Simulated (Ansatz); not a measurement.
The system is VW2C3.

```
CELL_PARAMETERS angstrom
-1.52449 2.16193 4.58503
1.52449 -2.16193 4.58503
1.52449 2.16193 -4.58503
ATOMIC_POSITIONS crystal
W 0.83402 0.33402 0.50000
W 0.16598 0.66598 0.50000
V 0.50000 0.00000 0.50000
C 0.33904 0.33904 0.00000
C 0.66096 0.66096 0.00000
C 0.00000 0.00000 0.00000
```

The cell comes from a database or a generator and needn't be the stable form of this composition.

* Program: Ansatz 0.2.0
* Task: relaxation of cell and atoms
* Functional: PBEsol
* Potentials or basis: Ansatz PAW
* Cutoff: 420 eV (not typed: the program's choice for these potentials)
* k mesh: 11 × 11 × 11
* Occupations: fermi-dirac, width 0.05 eV
* Spin: collinear spin, ferromagnetic start
* Starting moments: [0.0, 0.0, 2.0, 0.0, 0.0, 0.0] μB
* Hubbard terms: V d U = 1 eV, W d U = 1 eV

At the start: volume 10.07 Å³/atom.

Q: How do energy, volume and symmetry change on relaxing?

A: It ends after 9 steps and the volume is 9.79 Å³/atom (-2.8 %); space group Immm (No. 71, to 0.05 Å); moment 0.00 μB per cell.

The path:
| step | energy change (eV) | largest force (eV/Å) | volume (Å³) |
| --- | --- | --- | --- |
| 1 | 0.0000 | 0.0719 | 60.45 |
| 2 | -0.0527 | 0.1574 | 58.41 |
| 3 | -0.0560 | 0.0488 | 58.80 |
| 4 | -0.0564 | 0.0159 | 58.77 |
| 5 | -0.0565 | 0.0014 | 58.77 |
| 6 | -0.0533 | 0.0014 | 58.77 |
| 7 | -0.0534 | 0.0001 | 58.76 |
| 8 | -0.0533 | 0.0001 | 58.76 |
| 9 | -0.0533 | 0.0001 | 58.76 |

Final structure:
```
W V C
1.0
    -1.51165    2.13945    4.54220
     1.51165   -2.13945    4.54220
     1.51165    2.13945   -4.54220
W V C
2 1 3
Direct
  0.83290 0.33290 0.50000
  0.16710 0.66710 0.50000
  0.50000 0.00000 0.50000
  0.33976 0.33976 0.00000
  0.66024 0.66024 0.00000
  0.00000 0.00000 0.00000
```

Caveat: the magnetic or orbital state may not be the lowest; the plane-wave basis is chosen anew once the cell has moved, so the energies of steps on either side of that aren't comparable; the pressure holds a Pulay correction of +0.3 GPa for the finite cutoff; the PAW data sets come from PBE, with cores solved anew for the run's functional, which leaves a small shift of forces and pressure; the U is typed as a test and isn't derived for this compound; the starting moments weren't kept.
